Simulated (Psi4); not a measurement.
**wB97M-V/def2-SVPD run of GeH2O2 (SMILES [OH][Ge][OH])**

Aim: the energy change on altering one bond length of GeH2O2 at wB97M-V/def2-SVPD, from 2 runs. 

The calculation is run with Psi4 1.11.

2 further runs of the same task are left out: 2 set aside as unsound or not needed.

## Step 1: The system as given

GeH2O2 has 5 atoms, charge 0, and is taken as a singlet. As SMILES, `[OH][Ge][OH]`. Geometry: relaxed at PBE0-D4/def2-TZVP. This is one conformer, not always the lowest.

Bond lengths: O1–Ge2 1.790 Å, Ge2–O3 1.790 Å, O1–H4 0.961 Å, O3–H5 0.961 Å. Angles: O1–Ge2–O3 102.4°, Ge2–O1–H4 118.8°, Ge2–O3–H5 118.8°.

## Step 2: A single-point energy at wB97M-V/def2-SVPD

File geh2o2.in:

```
memory 1600 mb

molecule system {
  0 1
  O
  Ge 1 R2
  O 2 R3 1 A3
  H 1 R4 2 A4 3 D4
  H 3 R5 2 A5 1 D5

  R2 = 1.789818
  R3 = 1.789862
  A3 = 102.36801
  R4 = 0.961324
  A4 = 118.76235
  D4 = 0.08568
  R5 = 0.961335
  A5 = 118.76472
  D5 = -0.08234
  symmetry c1
  no_reorient
  no_com
}

set {
  reference            rks
  puream               true
  e_convergence        1e-09
  d_convergence        1e-08
  scf_type             pk
  dft_radial_points    99
  dft_spherical_points 590
}

E, wfn = energy('wb97m-v/def2-SVPD', return_wfn=True)
print_variables()
```

On the command line:

```bash
$ psi4 -i geh2o2.in -o geh2o2.out -n 1
```

geh2o2.out:

```text
[...]
  Running in c1 symmetry.
[...]
  Nuclear repulsion =  189.662088137961092
[...]
  Multiplicity = 1
[...]
  Nalpha       = 25
  Nbeta        = 25
[...]
    Number of basis functions: 100
[...]
   @RKS iter   1: -2227.02305040656756   -2.97508e+00   2.31340e-02 ADIIS/DIIS
[...]
   @RKS iter  11: -2228.18958779927698   -1.63709e-11   8.75711e-09 DIIS
[...]
    Orbital Energies [Eh]
    ---------------------
    Doubly Occupied:
       1A   -399.325277     2A    -50.070204     3A    -44.490183
       4A    -44.488714     5A    -44.487630     6A    -19.356464
       7A    -19.356434     8A     -6.419977     9A     -4.560439
      10A     -4.556501    11A     -4.551718    12A     -1.356234
      13A     -1.354584    14A     -1.352546    15A     -1.348679
      16A     -1.345280    17A     -1.118459    18A     -1.090206
      19A     -0.678260    20A     -0.614340    21A     -0.523177
      22A     -0.466945    23A     -0.435953    24A     -0.430660
      25A     -0.378211
[...]
  @RKS Final Energy: -2228.18958779927698
   => Energetics <=
    Nuclear Repulsion Energy =            189.6620881379610921
    One-Electron Energy =               -3480.4518359178682658
    Two-Electron Energy =                1138.3455682919666287
    DFT Exchange-Correlation Energy =     -75.9530510278576259
    Empirical Dispersion Energy =           0.0000000000000000
    VV10 Nonlocal Energy =                  0.2076427165213317
    Total Energy =                      -2228.1895877992769783
[...]
 Multipole Moments:
 ------------------------------------------------------------------------------------
     Multipole            Electronic (a.u.)      Nuclear  (a.u.)        Total (a.u.)
 ------------------------------------------------------------------------------------
 L = 1.  Multiply by 2.5417464519 to convert [e a0] to [Debye]
 Dipole X            :          0.0008780           -0.0024896           -0.0016116
 Dipole Y            :          4.7730923           -5.1962813           -0.4231890
 Dipole Z            :          3.8396347           -4.1801649           -0.3405301
 Magnitude           :                                                    0.5431872
[...]
```

Wall time 48 s (1 thread of Intel Xeon 6975P-C (Granite Rapids), shared host); peak memory 0.88 GiB.

## Step 3: The distorted shape

File job.py:

```python
import psi4

psi4.set_memory('1600 MB')
psi4.set_num_threads(1)
psi4.set_output_file('output.dat', False)

molecule = psi4.geometry("""
0 1
O     -1.353672    -0.197801    -0.272710
Ge    -0.329072    -0.994101     0.959990
O      1.269228    -0.240601     0.674890
H     -0.953572     0.452499    -0.856810
H      1.366400     0.513200    -0.127900
symmetry c1
""")

psi4.set_options({
    'puream': True,
    'e_convergence': 1e-09,
    'd_convergence': 1e-08,
    'scf_type': 'pk',
    'dft_radial_points': 99,
    'dft_spherical_points': 590,
})

energy_value, wavefunction = psi4.energy("wb97m-v/def2-SVPD", return_wfn=True)
print('E =', round(energy_value, 9))
```

On the command line:

```bash
$ python job.py
```

output.dat:

```text
[...]
  Running in c1 symmetry.
[...]
  Nuclear repulsion =  188.763799704205354
[...]
  Multiplicity = 1
[...]
  Nalpha       = 25
  Nbeta        = 25
[...]
    Number of basis functions: 100
[...]
   @RKS iter   1: -2226.99110681939419   -3.02260e+00   2.31751e-02 DIIS/ADIIS
[...]
   @RKS iter  12: -2228.17561695294944   -3.09228e-11   6.77093e-09 DIIS
[...]
    Orbital Energies [Eh]
    ---------------------
    Doubly Occupied:
       1A   -399.324373     2A    -50.069327     3A    -44.489302
       4A    -44.487828     5A    -44.486761     6A    -19.365478
       7A    -19.355274     8A     -6.419087     9A     -4.559535
      10A     -4.555628    11A     -4.550850    12A     -1.355310
      13A     -1.353595    14A     -1.351661    15A     -1.347776
      16A     -1.344392    17A     -1.109788    18A     -1.070382
      19A     -0.667703    20A     -0.597914    21A     -0.519926
      22A     -0.464190    23A     -0.432512    24A     -0.427388
      25A     -0.376968
[...]
  @RKS Final Energy: -2228.17561695294944
   => Energetics <=
    Nuclear Repulsion Energy =            188.7637997042053541
    One-Electron Energy =               -3478.8035781906046395
    Two-Electron Energy =                1137.5619616409394439
    DFT Exchange-Correlation Energy =     -75.9053081179643669
    Empirical Dispersion Energy =           0.0000000000000000
    VV10 Nonlocal Energy =                  0.2075080104756672
    Total Energy =                      -2228.1756169529489853
[...]
 Multipole Moments:
 ------------------------------------------------------------------------------------
     Multipole            Electronic (a.u.)      Nuclear  (a.u.)        Total (a.u.)
 ------------------------------------------------------------------------------------
 L = 1.  Multiply by 2.5417464519 to convert [e a0] to [Debye]
 Dipole X            :         -1.5689457            1.7184533            0.1495076
 Dipole Y            :         -4.3026663            4.7034648            0.4007985
 Dipole Z            :          4.2235202           -4.6182164           -0.3946963
 Magnitude           :                                                    0.5820456
[...]
```

On the terminal:

```text
E = -2228.175616953
```

It took 51 s on 1 thread of Intel Xeon 6975P-C (Granite Rapids), shared host; peak memory 0.86 GiB.

## Step 4: Results

Level: wB97M-V/def2-SVPD.

```
                                                         quantity           value
                                        first shape: total energy  -2228.18959 Eh
                                       first shape: dipole moment          1.38 D
                                         first shape: HOMO energy       -10.29 eV
                                         first shape: LUMO energy         0.34 eV
                                       first shape: HOMO–LUMO gap        10.63 eV
                                    distorted shape: total energy  -2228.17562 Eh
                                   distorted shape: dipole moment          1.48 D
                                     distorted shape: HOMO energy       -10.26 eV
                                     distorted shape: LUMO energy         0.37 eV
                                   distorted shape: HOMO–LUMO gap        10.63 eV
energy change with the O3–H5 bond stretched from 0.961 to 1.105 Å        0.380 eV
```

With the O3–H5 bond stretched from 0.961 to 1.105 Å the energy rises by 0.38 eV (36.7 kJ/mol). The first shape isn't relaxed at this level, so the change isn't measured from a minimum.
